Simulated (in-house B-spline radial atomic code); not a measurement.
# Dy: binding energies from hole states

Aim: the cost of two holes at once in Dy, against the sum of the two single holes.

Method: Dirac-Hartree-Fock, average of configuration, Fermi nucleus, basis-set limit. Code: in-house B-spline radial atomic code version 1.

## (1) What is computed

```
element       : dysprosium (Z = 66)
charge        : 0
electrons     : 66
configuration : [Xe] 4f10 6s2
Hamiltonian   : Dirac-Coulomb
nucleus       : Fermi, rms radius 5.222 fm
```

Outer shells as boxes (Hund's rule):

[Xe] 4f10 6s2
```
[Xe] core
4f [↑↓][↑↓][↑↓][↑ ][↑ ][↑ ][↑ ]
6s [↑↓]
```

The boxes draw the filling by Hund's rule, which heavy ions in jj coupling don't follow; these runs average over all states of the configuration.

The run's settings:

```ini
Z = 66
electrons = 66.0
configuration = [Xe] 4f10 6s2
hamiltonian = dirac
method = hf
spin_polarised = False
nucleus = fermi
rms_radius = 5.2218
mass_number = 164
atomic_mass = 163.929180819
speed_of_light = 137.035999084
```

The reference is known from an earlier run: -12161.505767 hartree in all. Up to eight levels, counted from the top:

```tsv
orbital	occupation	energy (eV)	<r> (bohr)
4d3/2	4	-180.74	0.6058
4d5/2	6	-173.66	0.6167
5s1/2	2	-59.921	1.327
5p1/2	2	-35.178	1.494
5p3/2	4	-30.209	1.599
4f5/2	4.28571	-13.536	0.8276
4f7/2	5.71429	-12.560	0.8431
6s1/2	2	-5.107	4.427
```

Single holes known from earlier runs (ΔSCF): 2p1/2 8610.40 eV, 3s 2057.20 eV, 3d5/2 1299.09 eV, 4p1/2 343.03 eV, 4p3/2 305.61 eV, 4d3/2 170.16 eV, 4f 5.586 eV, 5p1/2 32.770 eV, 5p3/2 28.065 eV.

## (2) The 2p1/2 and 4p1/2 holes

In configurations, a minus sign after the shell means j = l − 1/2 and a plus sign j = l + 1/2; the count of electrons follows.

The run's settings:

```ini
Z = 66
electrons = 64.0
configuration = 1s2 2s2 2p-1 2p+4 3s2 3p6 3d10 4s2 4p-1 4p+4 4d10 4f10 5s2 5p6 6s2
hamiltonian = dirac
method = hf
spin_polarised = False
nucleus = fermi
rms_radius = 5.2218
mass_number = 164
atomic_mass = 163.929180819
speed_of_light = 137.035999084
```

## (3) The 4p3/2 and 5p1/2 holes

The run's settings:

```ini
Z = 66
electrons = 64.0
configuration = 1s2 2s2 2p6 3s2 3p6 3d10 4s2 4p-2 4p+3 4d10 4f10 5s2 5p-1 5p+4 6s2
hamiltonian = dirac
method = hf
spin_polarised = False
nucleus = fermi
rms_radius = 5.2218
mass_number = 164
atomic_mass = 163.929180819
speed_of_light = 137.035999084
```

## (4) The 2p1/2 and 4p3/2 holes

The run's settings:

```ini
Z = 66
electrons = 64.0
configuration = 1s2 2s2 2p-1 2p+4 3s2 3p6 3d10 4s2 4p-2 4p+3 4d10 4f10 5s2 5p6 6s2
hamiltonian = dirac
method = hf
spin_polarised = False
nucleus = fermi
rms_radius = 5.2218
mass_number = 164
atomic_mass = 163.929180819
speed_of_light = 137.035999084
```

## (5) The 3s and 5p3/2 holes

The run's settings:

```ini
Z = 66
electrons = 64.0
configuration = 1s2 2s2 2p6 3s1 3p6 3d10 4s2 4p6 4d10 4f10 5s2 5p-2 5p+3 6s2
hamiltonian = dirac
method = hf
spin_polarised = False
nucleus = fermi
rms_radius = 5.2218
mass_number = 164
atomic_mass = 163.929180819
speed_of_light = 137.035999084
```

## (6) The 4p1/2 and 4d3/2 holes

The settings differ from step 5 so:

```diff
@@ -2,3 +2,3 @@
 electrons = 64.0
-configuration = 1s2 2s2 2p6 3s1 3p6 3d10 4s2 4p6 4d10 4f10 5s2 5p-2 5p+3 6s2
+configuration = 1s2 2s2 2p6 3s2 3p6 3d10 4s2 4p-1 4p+4 4d-3 4d+6 4f10 5s2 5p6 6s2
 hamiltonian = dirac
```

## (7) The 3d5/2 and 4f holes

The run's settings:

```ini
Z = 66
electrons = 64.0
configuration = 1s2 2s2 2p6 3s2 3p6 3d-4 3d+5 4s2 4p6 4d10 4f9 5s2 5p6 6s2
hamiltonian = dirac
method = hf
spin_polarised = False
nucleus = fermi
rms_radius = 5.2218
mass_number = 164
atomic_mass = 163.929180819
speed_of_light = 137.035999084
```

**Question.** What does each hole state cost in eV, and how does that compare with the orbital energies or single holes?

The runs gave:

| two holes | ΔSCF (eV) | less the two single holes (eV) |
| --- | --- | --- |
| 2p1/2 and 4p1/2 | 8980.23 | 26.79 |
| 4p3/2 and 5p1/2 | 351.84 | 13.46 |
| 2p1/2 and 4p3/2 | 8943.25 | 27.24 |
| 3s and 5p3/2 | 2098.08 | 12.82 |
| 4p1/2 and 4d3/2 | 530.69 | 17.50 |
| 3d5/2 and 4f | 1324.27 | 19.59 |

**Reading.** Two holes cost more than the sum of each, because the second electron leaves a more charged ion. The excess runs from 12.8 eV (3s and 5p3/2) to 27.2 eV (2p1/2 and 4p3/2); it tends to be largest where both holes are compact. Two partly filled shells share a symmetry and can mix in the average, which may lower the energy, in these hole states: 2p1/2 and 4p1/2. Values are for the free atom, measured from the vacuum level.
